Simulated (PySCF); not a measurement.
# B2FH3S: the cost of one run

Computed with PySCF 2.14.0, with density-fitted response routines of our own, on a single molecule in the gas phase. Atoms count from 0, in the outputs and in this text.

## (1) The molecule as given

7 atoms, charge 0, multiplicity 1; geometry from: GFN2-xTB. The atoms were then displaced at random by about 0.01 Å, so the start is not that level's minimum.

Bonds of the start (Å): B0–S1 1.78, S1–B2 1.81, B2–F3 1.27, B0–H4 1.19, B0–H5 1.14, B2–H6 1.16.

## (2) Geometry optimisation at PBE0-D3(BJ)/def2-SVP

What the job is given:

```
{"job": {"xc": "PBE0", "basis": "def2-SVP", "d3": "d3bj", "grid": 1, "shake": 0.01, "kind": "geom"}, "charge": 0, "multiplicity": 1}
B      1.408020     0.315990     0.036360
S      0.250690    -0.340950     1.210990
B     -1.339940    -0.347580     0.337190
F     -2.347330    -0.795530     0.965020
H      1.008790     0.653860    -1.035440
H      2.495080     0.454780     0.361510
H     -1.441360     0.030320    -0.754600
```

Started as:

```
OMP_NUM_THREADS=1 python probes_run.py task.json out
```

The driver reads the jobs from task.json and runs them one after another.

**Question.** How long does this first job take on 1 thread of Arm Neoverse V1, shared host, and how much memory does it need?

About 11 s, with a peak of 0.32 GiB.
